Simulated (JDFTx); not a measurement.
The system is GaF.

```
Ga F
1.0
     0.00000    2.84624    2.84624
     2.84624    0.00000    2.84624
     2.84624    2.84624    0.00000
Ga F
1 1
Direct
  0.25000 0.25000 0.25000
  0.00000 0.00000 0.00000
```

The cell was built by a generator and needn't be a form met in nature.

```yaml
Program: JDFTx 1.7.0 (patched build)
Task: relaxation of cell and atoms
Functional: PBE
Dispersion: D3
Potentials_or_basis: PseudoDojo-SR-PBE-0.5-standard with smoothed tails
Cutoff: 1143 eV
Density_cutoff: 9143 eV
k_mesh: 6 × 6 × 6
Occupations: fermi-dirac, width 0.05 eV
Spin: no spin polarisation
```

At the start: pressure 2.5 GPa; volume 23.06 Å³/atom.

Where does the relaxation end?

Over 5 steps the energy falls by 10.0 meV/atom and the volume is 24.20 Å³/atom (+5.0 %); space group F-43m (No. 216, to 0.05 Å).

Step by step:
```csv
step,energy change (eV),largest force (eV/Å),pressure (GPa),volume (Å³)
1,0.0000,0.0000,2.47,46.12
2,-0.0081,0.0000,2.13,46.67
3,-0.0201,0.0000,0.02,48.39
4,-0.0201,0.0000,0.00,48.41
5,-0.0201,0.0000,0.00,48.41
```

Final structure:
```
Ga F
1.0
     0.00000    2.89263    2.89263
     2.89263    0.00000    2.89263
     2.89263    2.89263    0.00000
Ga F
1 1
Direct
  0.25000 0.25000 0.25000
  0.00000 0.00000 0.00000
```
